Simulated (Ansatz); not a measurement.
**C₃H₆AlFSi: a ladder of functionals and wavefunction methods**

One table from this session's results is given with a row withheld; the runs are named, their logs left out.

Program: Ansatz 0.2.0, Gaussian basis. Level of theory: functionals in def2-TZVPP, the program's frozen cores in correlated methods. These are calculated values, not measurements.

Plan: PBE-D4, r2SCAN-D4, PBE0-D4, B3LYP-D4, ωB97X-V, ωB97M-V, B2PLYP; CCSD(T)/def2-TZVPP; MP2/def2-QZVPP; extrapolation to the limit.

### The geometry

The geometry comes from an earlier relaxation with PBE0-D4 in a triple-zeta def2 set; it is a stationary point, not always the lowest conformer.

SMILES `FC[C]1=[C]([SiH3])[AlH]1`, 12 atoms, charge 0, spin multiplicity 1.

Atoms are counted from 1 here; the program's logs count them from 0.

Bond lengths: F1–C2 1.389 Å, C2–C3 1.471 Å, C2–H7 1.096 Å, C2–H8 1.096 Å, C3–C4 1.374 Å, C3–Al6 1.856 Å, C4–Si5 1.859 Å, C4–Al6 1.861 Å, Si5–H9 1.487 Å, Si5–H10 1.489 Å, Si5–H11 1.487 Å, Al6–H12 1.567 Å. Angles: F1–C2–C3 112.6°, F1–C2–H7 107.7°, F1–C2–H8 107.7°, C3–C2–H7 110.3°, C3–C2–H8 110.3°, H7–C2–H8 108.1°, C2–C3–C4 129.4°, C2–C3–Al6 162.1°, C4–C3–Al6 68.5°, C3–C4–Si5 131.5°, C3–C4–Al6 68.1°, Si5–C4–Al6 160.4°, C4–Si5–H9 111.4°, C4–Si5–H10 109.0°, C4–Si5–H11 111.3°, H9–Si5–H10 107.8°, H9–Si5–H11 109.4°, H10–Si5–H11 107.8° and more.

Set-up of the first run:

File in.yaml:

```yaml
crystal:
  periodic: [false, false, false]
  atoms:
    - {symbol: F, position_ang: [1.117514, 0.778975, 1.558654]}
    - {symbol: C, position_ang: [-0.183701, 0.349950, 1.786903]}
    - {symbol: C, position_ang: [-0.825885, -0.178588, 0.573368]}
    - {symbol: C, position_ang: [-0.322484, -0.294186, -0.699690]}
    - {symbol: Si, position_ang: [1.334198, 0.152659, -1.414988]}
    - {symbol: Al, position_ang: [-2.071796, -0.919741, -0.585741]}
    - {symbol: H, position_ang: [-0.148515, -0.420393, 2.565124]}
    - {symbol: H, position_ang: [-0.751350, 1.201697, 2.177572]}
    - {symbol: H, position_ang: [1.605599, 1.609055, -1.284317]}
    - {symbol: H, position_ang: [1.342492, -0.183893, -2.864929]}
    - {symbol: H, position_ang: [2.428818, -0.615029, -0.763526]}
    - {symbol: H, position_ang: [-3.447789, -1.535506, -1.014430]}
basis:
  gaussian: {orbitals: def2-TZVPP}
hamiltonian: {xc: pbe, dispersion: d4}
output: {forces: true, orbitals: {seedname: orbitals}}
```

Command:

```sh
> ansatz run in.yaml --threads 4 --pin off --events-out ev --progress --plain --max-ram 10444MiB
```

Steps of the session up to this table: PBE-D4 (GGA); r2SCAN-D4 (meta-GGA); PBE0-D4 (hybrid); B3LYP-D4 (hybrid); ωB97X-V (range-separated); ωB97M-V (range-separated); B2PLYP (double hybrid); CCSD(T) in def2-TZVPP; MP2 in def2-QZVPP.

One table of the session follows, with a row left open; its other results are not shown here.

```
            method  atomisation energy (eV)
            PBE-D4                   45.633
         r2SCAN-D4                   44.989
           PBE0-D4                   44.851
          B3LYP-D4                   44.614
           ωB97X-V                   44.928
           ωB97M-V                   44.865
            B2PLYP                   44.172
     HF/def2-TZVPP                   32.612
    MP2/def2-TZVPP                        ?
   CCSD/def2-TZVPP                   42.731
CCSD(T)/def2-TZVPP                   43.493
           MP2/CBS                   45.585
       CCSD(T)/CBS                   44.687
```

**Question.** Estimate the row for MP2/def2-TZVPP.

As computed: atomisation energy (eV): 44.391. In the column «atomisation energy (eV)» it lies between B2PLYP (44.172) and B3LYP-D4 (44.614).

Among the levels timed on like hardware and quicker than the yardstick, those that no quicker one beats, quickest first: PBE-D4 (3.4 s, +0.945 eV); PBE0-D4 (4.3 s, +0.163 eV); B3LYP-D4 (7 s, -0.073 eV).

B2PLYP carry no dispersion term (for B3LYP, D4 adds 0.482 eV).
